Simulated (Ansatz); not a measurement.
# Al2BAs3: the cost of one run

Program: Ansatz 0.2.0. PAW datasets, plane waves, zero pressure. No spin polarisation and no zero-point or thermal motion; the cell was built from a prototype and may be hypothetical.

**1. The cell**

This is the cell as the run starts from it, not yet at rest; its lengths are not the crystal's.

The symmetry is P3m1 (No. 156, trigonal); a = 3.655 Å, c = 8.953 Å in the conventional setting, 17.26 Å³ an atom. Near B stand 4 As at 2.24 Å; near Al stand 4 As at 2.24 Å; near As stand 3 B at 2.24 Å and 1 Al at 2.24 Å; near As stand 4 Al at 2.24 Å.

Structure file:

```
B Al As
1.0
     3.65507    0.00000    0.00000
    -1.82754    3.16539    0.00000
     0.00000    0.00000    8.95307
B Al As
1 2 3
Cartesian
  0.0000 0.0000 0.0000
  1.8275 1.0551 5.9687
  0.0000 2.1103 2.9844
  1.8275 1.0551 8.2070
  0.0000 2.1103 5.2226
  0.0000 0.0000 2.2383
```

**2. Relaxing with PBE**

input.yaml reads:

```yaml
crystal:
  lattice:
    - [3.6550741611, 0.0, 0.0]
    - [-1.8275370805, 3.1653870762, 0.0]
    - [0.0, 0.0, 8.9530666667]
  atoms:
    - { symbol: B, position: [0.0, 0.0, 0.0] }
    - { symbol: Al, position: [0.6666666667, 0.3333333333, 0.6666666667] }
    - { symbol: Al, position: [0.3333333333, 0.6666666667, 0.3333333333] }
    - { symbol: As, position: [0.6666666667, 0.3333333333, 0.9166666667] }
    - { symbol: As, position: [0.3333333333, 0.6666666667, 0.5833333333] }
    - { symbol: As, position: [0.0, 0.0, 0.25] }
kpoints:
  mp_grid: { grid: [12, 12, 4] }
hamiltonian:
  xc: pbe
scf:
  occupations: { method: fermi_dirac, width: 0.02 }
relax:
  f_tol: 0.005
  cell: {}
```

Command:

```console
> ansatz run input.yaml --threads 4 --pin off --max-ram 6451MiB --backend cpu --events-out ev --progress --plain --runs-dir out
```

Q: Estimate wall time and peak memory on 4 threads of Arm Neoverse V1, shared host.

About 49 s, with a peak of 0.55 GiB.
